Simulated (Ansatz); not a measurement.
# Cs3ZnCl5: the cost of one run

Computed with Ansatz 0.2.0 (DFT, PBE, plane-wave PAW, default files, scalar-relativistic, as far as a step names no other, unless a step's input says otherwise).

### 1 The system as given

Symmetry: I4/mcm, No. 140, tetragonal system. Conventional cell: a = 9.263 Å, b = 9.263 Å, c = 14.504 Å, α = 90.00°, β = 90.00°, γ = 90.00°. Around Cs (site symmetry m2m) lie 8 Cl at 3.45 to 3.63 Å. Around Cs (site symmetry 422) lie 10 Cl at 3.63 to 3.82 Å. Zn (site symmetry -42m) is surrounded by 4 Cl at 2.26 Å. Around Cl (site symmetry m) lie 1 Zn at 2.26 Å. Around Cl (site symmetry 4/m) lie 6 Cs at 3.47 to 3.63 Å.

Structure file:

```xyz
18
Lattice="-4.6317 4.6317 7.2519 4.6317 -4.6317 7.2519 4.6317 4.6317 -7.2519" Properties=species:S:1:pos:R:3 pbc="T T T"
Cs    6.1462    1.5144    0.0000
Cs    1.5144    3.1173    0.0000
Cs    0.0000    0.0000    3.6259
Cs   -1.5144    3.1173    7.2519
Cs    0.0000    0.0000   10.8778
Cs    3.1173    1.5144    7.2519
Zn    0.0000    4.6317    3.6259
Zn    4.6317    0.0000    3.6259
Cl   -1.2935    5.9252    4.9606
Cl    1.2935    3.3382    4.9606
Cl    5.9252   -1.2935    2.2912
Cl    0.0000    0.0000    0.0000
Cl    3.3382   -1.2935    4.9606
Cl    1.2935    5.9252    2.2912
Cl    5.9252    1.2935    4.9606
Cl    3.3382    1.2935    2.2912
Cl   -1.2935    3.3382    2.2912
Cl    0.0000    0.0000    7.2519
```

### 2 Single point at the given positions

input.yaml reads:

```yaml
crystal:
  lattice:
    - [-4.6317196051, 4.6317196051, 7.2518678353]
    - [4.6317196051, -4.6317196051, 7.2518678353]
    - [4.6317196051, 4.6317196051, -7.2518678353]
  atoms:
    - { symbol: Cs, position: [0.16348636, 0.66348636, 0.82697272] }
    - { symbol: Cs, position: [0.33651364, 0.16348636, 0.5] }
    - { symbol: Cs, position: [0.25, 0.25, 0.0] }
    - { symbol: Cs, position: [0.83651364, 0.33651364, 0.17302728] }
    - { symbol: Cs, position: [0.75, 0.75, 0.0] }
    - { symbol: Cs, position: [0.66348636, 0.83651364, 0.5] }
    - { symbol: Zn, position: [0.75, 0.25, 0.5] }
    - { symbol: Zn, position: [0.25, 0.75, 0.5] }
    - { symbol: Cl, position: [0.98165815, 0.20239006, 0.5] }
    - { symbol: Cl, position: [0.70239006, 0.48165815, 0.5] }
    - { symbol: Cl, position: [0.01834185, 0.79760994, 0.5] }
    - { symbol: Cl, position: [0.0, 0.0, 0.0] }
    - { symbol: Cl, position: [0.20239006, 0.70239006, 0.22073191] }
    - { symbol: Cl, position: [0.79760994, 0.29760994, 0.77926809] }
    - { symbol: Cl, position: [0.48165815, 0.98165815, 0.77926809] }
    - { symbol: Cl, position: [0.29760994, 0.51834185, 0.5] }
    - { symbol: Cl, position: [0.51834185, 0.01834185, 0.22073191] }
    - { symbol: Cl, position: [0.5, 0.5, 0.0] }
kpoints:
  mp_grid: { grid: [4, 4, 4] }
scf:
  occupations: { method: fermi_dirac, width: 0.02 }
hamiltonian:
  xc: pbe
  pseudopotentials: { kind: paw }
output:
  forces: true
  stress: true
  populations: true
  efg:
    quadrupole_moments_barn: { Cs: -0.00343, Zn: 0.122, Cl: -0.08112 }
    contact_densities: true
```

The run is started by

```bash
> ansatz run input.yaml --threads 1 --pin off --max-ram 2560MiB --backend cpu --events-out ev --progress --plain --runs-dir out
```

Q: Estimate wall time and peak memory on 1 thread of AMD EPYC 7R43 (Zen 3), shared host.

About 99 s, with a peak of 1.3 GiB.
